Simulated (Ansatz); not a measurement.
# CH₄FGeNS: up Jacob's ladder to CCSD(T)

The task here is to estimate one member of a computed series from the others.

The runs use Ansatz 0.2.0, Gaussian basis; functionals in def2-TZVPP, the program's frozen cores in correlated methods.

The runs, in order: PBE-D4, r2SCAN-D4, PBE0-D4, B3LYP-D4, ωB97X-V, ωB97M-V, B2PLYP; CCSD(T)/def2-TZVPP; MP2/def2-QZVPP; extrapolation to the limit.

### The relaxed structure

An earlier PBE0-D4 in a triple-zeta def2 set relaxation fixed the geometry.

SMILES `[F][GeH]1[NH]C[S]1`, 9 atoms, charge 0, spin multiplicity 1.

Atoms are counted from 1 here; the program's logs count them from 0.

Bond lengths: F1–Ge2 1.736 Å, Ge2–N3 1.815 Å, Ge2–S5 2.200 Å, Ge2–H6 1.533 Å, N3–C4 1.455 Å, N3–H7 1.007 Å, C4–S5 1.849 Å, C4–H8 1.093 Å, C4–H9 1.094 Å. Angles: F1–Ge2–N3 112.3°, F1–Ge2–S5 115.6°, F1–Ge2–H6 102.5°, N3–Ge2–S5 79.9°, N3–Ge2–H6 123.0°, S5–Ge2–H6 123.4°, Ge2–N3–C4 100.3°, Ge2–N3–H7 129.2°, C4–N3–H7 118.0°, N3–C4–S5 102.8°, N3–C4–H8 113.7°, N3–C4–H9 113.0°, S5–C4–H8 108.7°, S5–C4–H9 109.0°, H8–C4–H9 109.4°, Ge2–S5–C4 76.5°.

Set-up of the first run:

Input file in.yaml:

```yaml
crystal:
  periodic: [false, false, false]
  atoms:
    - {symbol: F, position_ang: [-1.106660, 2.416744, 0.176142]}
    - {symbol: Ge, position_ang: [-0.026460, 1.209409, -0.448207]}
    - {symbol: N, position_ang: [0.376476, -0.059514, 0.785487]}
    - {symbol: C, position_ang: [-0.149406, -1.243785, 0.123527]}
    - {symbol: S, position_ang: [-0.989450, -0.542193, -1.366618]}
    - {symbol: H, position_ang: [1.039807, 2.053825, -1.155414]}
    - {symbol: H, position_ang: [1.206819, -0.160695, 1.346210]}
    - {symbol: H, position_ang: [0.624351, -1.941669, -0.206812]}
    - {symbol: H, position_ang: [-0.886975, -1.778420, 0.728486]}
basis:
  gaussian: {orbitals: def2-TZVPP}
hamiltonian: {xc: pbe, dispersion: d4}
output: {forces: true, orbitals: {seedname: orbitals}}
```

Run with:

```console
$ ansatz run in.yaml --threads 4 --pin off --events-out ev --progress --plain --max-ram 10444MiB
```

Among the steps run: PBE-D4 (GGA); r2SCAN-D4 (meta-GGA); PBE0-D4 (hybrid); B3LYP-D4 (hybrid); ωB97X-V (range-separated); ωB97M-V (range-separated); B2PLYP (double hybrid); CCSD(T) in def2-TZVPP; MP2 in def2-QZVPP.

One table of the session follows, with a row left open; its other results are not shown here.

It belongs to the step «Atomisation energies». 

| method | atomisation energy (kcal/mol) |
| --- | --- |
| PBE-D4 | 769.5 |
| r2SCAN-D4 | 749.7 |
| PBE0-D4 | 749.9 |
| B3LYP-D4 | 743.5 |
| ωB97X-V | 755.6 |
| ωB97M-V | 750.4 |
| B2PLYP | ? |
| HF/def2-TZVPP | 501.5 |
| MP2/def2-TZVPP | 745.7 |
| CCSD/def2-TZVPP | 711.3 |
| CCSD(T)/def2-TZVPP | 727.2 |
| MP2/CBS | 769.1 |
| CCSD(T)/CBS | 750.6 |

Estimate the missing values for B2PLYP.

As computed: atomisation energy (kcal/mol): 737.4. In the column «atomisation energy (kcal/mol)» it lies between CCSD(T)/def2-TZVPP (727.2) and B3LYP-D4 (743.5).

To keep in mind: Free atoms (1 F, 1 Ge, 1 N, 1 C, 1 S, 4 H) were run apart at each level; the atomisation energy is their sum less the molecule, without zero-point or spin-orbit terms.
